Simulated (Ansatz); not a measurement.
Geometry optimisation, Ansatz, DFT PBE, scalar-relativistic, plane waves, PAW.

Input file:

```yaml
crystal:
  lattice:
    - [-3.360654, -1.940274, 8.713405]
    - [3.360654, -1.940274, 8.713405]
    - [0.0, 3.880549, 8.713405]
  atoms:
    - { symbol: Zn, position: [0.2233141, 0.218943, 0.2154914] }
    - { symbol: In, position: [0.0057288, 0.0001193, 0.0005017] }
    - { symbol: Ga, position: [0.7954463, 0.7883675, 0.7802847] }
    - { symbol: O, position: [0.2859436, 0.3030747, 0.2943349] }
    - { symbol: O, position: [0.713355, 0.7116754, 0.7055564] }
    - { symbol: O, position: [0.8638239, 0.8713116, 0.8516766] }
    - { symbol: Zn, position: [0.7250476, 0.7154423, 0.21271] }
    - { symbol: In, position: [0.4979981, 0.5007149, 0.0056868] }
    - { symbol: Ga, position: [0.2745759, 0.2857649, 0.7961878] }
    - { symbol: O, position: [0.7943885, 0.797608, 0.29647] }
    - { symbol: O, position: [0.2112003, 0.2204433, 0.7041378] }
    - { symbol: O, position: [0.6181283, 0.623282, 0.1220397] }
    - { symbol: F, position: [0.3650894, 0.3620892, 0.8659448], spin: 1.0 }
    - { symbol: Zn, position: [0.7035527, 0.2297617, 0.7175631] }
    - { symbol: In, position: [0.508458, -0.000257, 0.5015547] }
    - { symbol: Ga, position: [0.2907355, 0.7836996, 0.2907697] }
    - { symbol: O, position: [0.8019984, 0.2971955, 0.7889125] }
    - { symbol: O, position: [0.2124367, 0.7134728, 0.2086164] }
    - { symbol: O, position: [0.6154909, 0.126449, 0.6235002] }
    - { symbol: O, position: [0.367357, 0.8620454, 0.3664974] }
    - { symbol: Zn, position: [0.216857, 0.7191449, 0.7130974] }
    - { symbol: In, position: [0.0041131, 0.506989, 0.4943797] }
    - { symbol: Ga, position: [0.7825564, 0.2892577, 0.2925597] }
    - { symbol: O, position: [0.2897982, 0.8035437, 0.7922056] }
    - { symbol: O, position: [0.7092136, 0.2071447, 0.2225157] }
    - { symbol: O, position: [0.1147202, 0.6278802, 0.627132] }
    - { symbol: O, position: [0.8707035, 0.3562723, 0.3622128] }
magnetization:
  spin_polarized: true
total_charge: 2
basis:
  ecutwfc: 420.0
kpoints:
  mp_grid: { grid: [2, 2, 2] }
hamiltonian:
  xc: pbe
  pseudopotentials: { kind: paw, azcp: { folder: soft_1 } }
scf:
  occupations: { method: fermi_dirac, width: 0.02 }
  lower_state_search: "off"
relax:
  f_tol: 0.03
  max_steps: 60
  adjacent_minimum: "off"
```

Launched with:

```bash
$ ansatz run input.yaml --threads 4 --pin off --max-ram 10240MiB --backend cpu --events-out ev --progress --plain --runs-dir out
```

Question: Where does it end, and by what steps?

Answer: It converged. Limits of this set-up: coarse k mesh, a small cell, in which the defect meets its images, a typed lattice constant that wasn't relaxed here, charged cell in a uniform background, uncorrected. After 5 steps the energy has fallen by 1.818 eV; Zn14 moved furthest, 0.23 Å.

```json
{"step": "0", "energy less start (eV)": "0.0000", "largest force component (eV/Å)": "2.667", "accepted": "yes"}
{"step": "1", "energy less start (eV)": "-1.3358", "largest force component (eV/Å)": "1.282", "accepted": "yes"}
{"step": "2", "energy less start (eV)": "-1.7469", "largest force component (eV/Å)": "0.418", "accepted": "yes"}
{"step": "3", "energy less start (eV)": "-1.8073", "largest force component (eV/Å)": "0.150", "accepted": "yes"}
{"step": "4", "energy less start (eV)": "-1.8172", "largest force component (eV/Å)": "0.039", "accepted": "yes"}
{"step": "5", "energy less start (eV)": "-1.8180", "largest force component (eV/Å)": "0.028", "accepted": "yes"}
```

```xyz
27
Lattice="-3.3607 -1.9403 8.7134 3.3607 -1.9403 8.7134 0.0000 3.8805 8.7134" Properties=species:S:1:pos:R:3
Zn 0.007 0.093 5.884
In 0.008 0.002 -0.047
Ga 0.007 0.013 20.579
O 0.007 -0.034 7.811
O 0.008 -0.027 18.628
O 0.007 -0.007 22.557
Zn 0.007 -1.964 14.394
In 0.007 -1.976 8.834
Ga 0.008 1.948 11.684
O 0.008 -1.928 16.382
O 0.008 1.993 9.815
O 0.007 -1.928 11.891
F 0.008 1.990 13.960
Zn -1.793 0.874 14.439
In -1.702 0.962 8.786
Ga 1.608 -0.913 11.829
O -1.645 0.951 16.398
O 1.777 -1.002 9.937
O -1.606 1.016 11.990
O 1.775 -1.050 13.760
Zn 1.809 0.873 14.440
In 1.718 0.963 8.786
Ga -1.593 -0.913 11.830
O 1.660 0.951 16.399
O -1.762 -1.002 9.938
O 1.621 1.016 11.989
O -1.762 -1.051 13.760
```

Whether the end is a true minimum wasn't checked by a vibrational analysis.

Run time: 90 s on 4 threads of Arm Neoverse V2, with other jobs on the host, peak memory 1.7 GiB.
